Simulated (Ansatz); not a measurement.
**C₃H₁₀AgOP: up Jacob's ladder to CCSD(T)**

One table from this session's results is given with a row withheld; the runs are named, their logs left out.

The runs use Ansatz 0.2.0, Gaussian basis; functionals in def2-TZVPP, the program's frozen cores in correlated methods.

Plan: LDA (SPW92), PBE-D4, revPBE-D4, BLYP-D4, r2SCAN-D4, B97M-V, PBE0-D4, B3LYP-D4, r2SCANh-D4, r2SCAN0-D4, HSE06-D4, BHLYP-D4, CAM-B3LYP-D4, LC-ωPBE, ωB97X-V, ωB97M-V, B2PLYP, PBE-QIDH; CCSD(T)/def2-SVP; CCSD(T)/def2-TZVPP; MP2/def2-QZVPP; extrapolation to the limit; RPA on PBE.

### Structure used throughout

All runs share one geometry, relaxed beforehand with PBE0-D4 in a triple-zeta def2 set. Ag takes the def2 core potential; no spin-orbit term is included.

SMILES `C[P+](C)(C)[Ag-][OH]`, 16 atoms, charge 0, spin multiplicity 1.

Atoms are counted from 1 here; the program's logs count them from 0.

Bond lengths: C1–P2 1.820 Å, C1–H7 1.091 Å, C1–H8 1.093 Å, C1–H9 1.091 Å, P2–C3 1.820 Å, P2–C4 1.820 Å, P2–Ag5 2.293 Å, C3–H10 1.091 Å, C3–H11 1.093 Å, C3–H12 1.091 Å, C4–H13 1.091 Å, C4–H14 1.093 Å, C4–H15 1.091 Å, Ag5–O6 1.989 Å, O6–H16 0.959 Å. Angles: P2–C1–H7 109.4°, P2–C1–H8 111.2°, P2–C1–H9 109.4°, H7–C1–H8 109.3°, H7–C1–H9 108.0°, H8–C1–H9 109.3°, C1–P2–C3 102.9°, C1–P2–C4 102.9°, C1–P2–Ag5 114.9°, C3–P2–C4 102.9°, C3–P2–Ag5 115.6°, C4–P2–Ag5 115.7°, P2–C3–H10 109.4°, P2–C3–H11 111.3°, P2–C3–H12 109.4°, H10–C3–H11 109.3°, H10–C3–H12 108.0°, H11–C3–H12 109.4° and more.

The first run:

The input, in.yaml:

```yaml
crystal:
  periodic: [false, false, false]
  atoms:
    - {symbol: C, position_ang: [-0.484615, -1.527639, 0.802822]}
    - {symbol: P, position_ang: [0.041293, -0.003162, -0.039835]}
    - {symbol: C, position_ang: [1.856668, -0.094247, 0.048179]}
    - {symbol: C, position_ang: [-0.298481, -0.367860, -1.790039]}
    - {symbol: Ag, position_ang: [-0.895516, 1.924265, 0.776137]}
    - {symbol: O, position_ang: [-1.641925, 3.650701, 1.422879]}
    - {symbol: H, position_ang: [-0.230292, -1.463041, 1.861776]}
    - {symbol: H, position_ang: [-0.002565, -2.406873, 0.368010]}
    - {symbol: H, position_ang: [-1.567497, -1.632417, 0.721046]}
    - {symbol: H, position_ang: [2.289176, 0.730955, -0.519643]}
    - {symbol: H, position_ang: [2.227035, -1.041473, -0.351983]}
    - {symbol: H, position_ang: [2.174292, 0.008531, 1.086845]}
    - {symbol: H, position_ang: [0.073718, 0.449477, -2.409584]}
    - {symbol: H, position_ang: [0.175812, -1.302191, -2.100899]}
    - {symbol: H, position_ang: [-1.376384, -0.441482, -1.941721]}
    - {symbol: H, position_ang: [-2.340729, 3.516466, 2.066003]}
basis:
  gaussian: {orbitals: def2-TZVPP}
hamiltonian: {xc: lda}
output: {orbitals: {seedname: orbitals}}
```

Among the steps run: LDA; PBE-D4 (GGA); revPBE-D4 (GGA); BLYP-D4 (GGA); r2SCAN-D4 (meta-GGA); B97M-V (meta-GGA); PBE0-D4 (hybrid); B3LYP-D4 (hybrid); r2SCANh-D4 (hybrid); r2SCAN0-D4 (hybrid); HSE06-D4 (hybrid); BHLYP-D4 (hybrid); CAM-B3LYP-D4 (range-separated); LC-ωPBE (range-separated); ωB97X-V (range-separated); ωB97M-V (range-separated); B2PLYP (double hybrid); PBE-QIDH (double hybrid).

One of the session's tables, all rows but one given; the rest of the session is left out.

It belongs to the step «Orbital energies across the functionals». 

| functional | HOMO (eV) | gap (eV) |
| --- | --- | --- |
| LDA (SPW92) | -4.78 | 3.72 |
| PBE-D4 | -4.53 | 3.69 |
| revPBE-D4 | -4.44 | 3.70 |
| BLYP-D4 | -4.45 | 3.68 |
| r2SCAN-D4 | -4.74 | 4.18 |
| B97M-V | ? | ? |
| PBE0-D4 | -5.90 | 5.79 |
| B3LYP-D4 | -5.70 | 5.35 |
| r2SCANh-D4 | -5.27 | 4.97 |
| r2SCAN0-D4 | -6.09 | 6.16 |
| HSE06-D4 | -5.50 | 5.03 |
| BHLYP-D4 | -7.30 | 7.84 |
| CAM-B3LYP-D4 | -7.36 | 8.04 |
| LC-ωPBE | -8.64 | 10.40 |
| ωB97X-V | -8.33 | 9.92 |
| ωB97M-V | -8.33 | 9.57 |

Q: Estimate the row for B97M-V from the others.

The run gave: HOMO (eV): -4.80; gap (eV): 4.01. In the column «HOMO (eV)» it lies between r2SCANh-D4 (-5.27) and LDA (SPW92) (-4.78).
